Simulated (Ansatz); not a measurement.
**C₂H₁₀GaN: small, medium and large basis sets**

The task here is to estimate one member of a computed series from the others.

Program: Ansatz 0.2.0, Gaussian basis. Level of theory: one geometry, several basis sets. These are calculated values, not measurements.

The runs, in order: PBE0-D4/def2-SVP; ωB97M-V/def2-SVP; PBE0-D4/def2-QZVPP; ωB97M-V/def2-QZVPP; the functionals' def2-TZVPP values are taken from earlier runs.

### Structure used throughout

All runs share one geometry, relaxed beforehand with PBE0-D4 in a triple-zeta def2 set.

SMILES `[CH3][GaH-]([CH3])[NH3+]`, 14 atoms, charge 0, spin multiplicity 1.

Atoms are counted from 1 here; the program's logs count them from 0.

Bond lengths: C1–Ga2 1.992 Å, C1–H5 1.094 Å, C1–H6 1.094 Å, C1–H7 1.094 Å, Ga2–C3 1.992 Å, Ga2–N4 2.174 Å, Ga2–H8 1.592 Å, C3–H9 1.094 Å, C3–H10 1.094 Å, C3–H11 1.094 Å, N4–H12 1.013 Å, N4–H13 1.013 Å, N4–H14 1.014 Å. Angles: Ga2–C1–H5 112.4°, Ga2–C1–H6 110.2°, Ga2–C1–H7 111.9°, H5–C1–H6 106.9°, H5–C1–H7 108.2°, H6–C1–H7 106.9°, C1–Ga2–C3 118.0°, C1–Ga2–N4 99.1°, C1–Ga2–H8 117.9°, C3–Ga2–N4 99.1°, C3–Ga2–H8 117.9°, N4–Ga2–H8 96.9°, Ga2–C3–H9 110.2°, Ga2–C3–H10 112.4°, Ga2–C3–H11 111.9°, H9–C3–H10 106.9°, H9–C3–H11 106.9°, H10–C3–H11 108.2° and more.

The first run:

in.yaml

```yaml
crystal:
  periodic: [false, false, false]
  atoms:
    - {symbol: C, position_ang: [-0.928325, 1.087934, -1.296216]}
    - {symbol: Ga, position_ang: [-0.521436, 0.197389, 0.438725]}
    - {symbol: C, position_ang: [1.163436, 0.699611, 1.375518]}
    - {symbol: N, position_ang: [0.070556, -1.755985, -0.309096]}
    - {symbol: H, position_ang: [-1.718520, 0.575334, -1.852110]}
    - {symbol: H, position_ang: [-1.273337, 2.111435, -1.123499]}
    - {symbol: H, position_ang: [-0.045139, 1.153335, -1.939099]}
    - {symbol: H, position_ang: [-1.745975, -0.300857, 1.325037]}
    - {symbol: H, position_ang: [1.054155, 1.679146, 1.849849]}
    - {symbol: H, position_ang: [1.427442, -0.008871, 2.165809]}
    - {symbol: H, position_ang: [2.009164, 0.772259, 0.684846]}
    - {symbol: H, position_ang: [0.324979, -2.366401, 0.458790]}
    - {symbol: H, position_ang: [-0.694533, -2.187532, -0.814443]}
    - {symbol: H, position_ang: [0.864633, -1.685997, -0.935112]}
basis:
  gaussian: {orbitals: def2-SVP}
hamiltonian: {xc: pbe0, dispersion: d4}
output: {orbitals: {seedname: orbitals}}
```

The run is started by

```bash
$ ansatz run in.yaml --threads 4 --pin off --events-out ev --progress --plain --max-ram 10444MiB
```

Steps of the session up to this table: PBE0-D4 in def2-SVP; ωB97M-V in def2-SVP; PBE0-D4 in def2-QZVPP; ωB97M-V in def2-QZVPP.

One table of the session follows, with a row left open; its other results are not shown here.

It belongs to the step «Density functionals: the series». 

```
functional       basis  HOMO (eV)  LUMO (eV)
   PBE0-D4    def2-SVP      -6.77       0.56
   PBE0-D4  def2-TZVPP      -6.85      -0.01
   PBE0-D4  def2-QZVPP      -6.88      -0.26
   ωB97M-V    def2-SVP      -9.00       2.14
   ωB97M-V  def2-TZVPP      -9.09       1.38
   ωB97M-V  def2-QZVPP          ?          ?
```

**Question.** Estimate the row for ωB97M-V, def2-QZVPP.

As computed: HOMO (eV): -9.11; LUMO (eV): 0.97. In the column «HOMO (eV)» it is the lowest.
